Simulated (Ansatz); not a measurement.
# ClFGeH4: the cost of one run

Program: Ansatz 0.2.0. Level of theory: RHF/def2-SVP. These are calculated values, not measurements.

### 1 The system as given

Bond lengths: Ge1–F3 1.680 Å, Ge1–H4 1.549 Å, Ge1–H5 1.549 Å, Ge1–Cl6 2.520 Å. Angles: F3–Ge1–H4 109.5°, F3–Ge1–H5 109.5°, F3–Ge1–Cl6 178.9°, H4–Ge1–H5 109.5°, H4–Ge1–Cl6 70.0°, H5–Ge1–Cl6 70.0°.

Structure file:

```xyz
7

Ge    0.0000    0.0000    0.0000
H     0.0000    0.0000    1.9000
F     1.5842    0.0000   -0.5594
H    -0.7300    1.2648   -0.5162
H    -0.7300   -1.2648   -0.5162
Cl   -2.3914    0.0000    0.7946
H    -0.9803    0.0000    1.9424
```

### 2 Pulling towards end A

Springs on the bonds that form and break draw the guess towards this end; the thresholds are loose.

File input.yaml:

```yaml
crystal:
  periodic: [false, false, false]
  atoms:
    - { symbol: Ge, position_ang: [0.0, 0.0, 0.0] }
    - { symbol: H, position_ang: [0.0, 0.0, 1.9] }
    - { symbol: F, position_ang: [1.5842, 0.0, -0.5594] }
    - { symbol: H, position_ang: [-0.73, 1.2648, -0.5162] }
    - { symbol: H, position_ang: [-0.73, -1.2648, -0.5162] }
    - { symbol: Cl, position_ang: [-2.3914, 0.0, 0.7946] }
    - { symbol: H, position_ang: [-0.9803, 0.0, 1.9424] }
basis:
  gaussian: { orbitals: def2-SVP }
hamiltonian:
  xc: hf
relax:
  f_tol: 0.15
  max_steps: 25
  restrain:
    - { distance: [0, 5], at: 3.42, k: 30.0 }
    - { distance: [6, 1], at: 1.86, k: 30.0 }
    - { distance: [0, 1], at: 1.55, k: 30.0 }
    - { distance: [6, 5], at: 1.37, k: 30.0 }
```

The run is started by

```bash
$ ansatz run input.yaml --threads 1 --pin off --max-ram 2048MiB --backend cpu --events-out ev --progress --plain --runs-dir out
```

Q: Estimate wall time and peak memory on 1 thread of Arm Neoverse V1, shared host.

About 17 s, with a peak of 0.16 GiB.
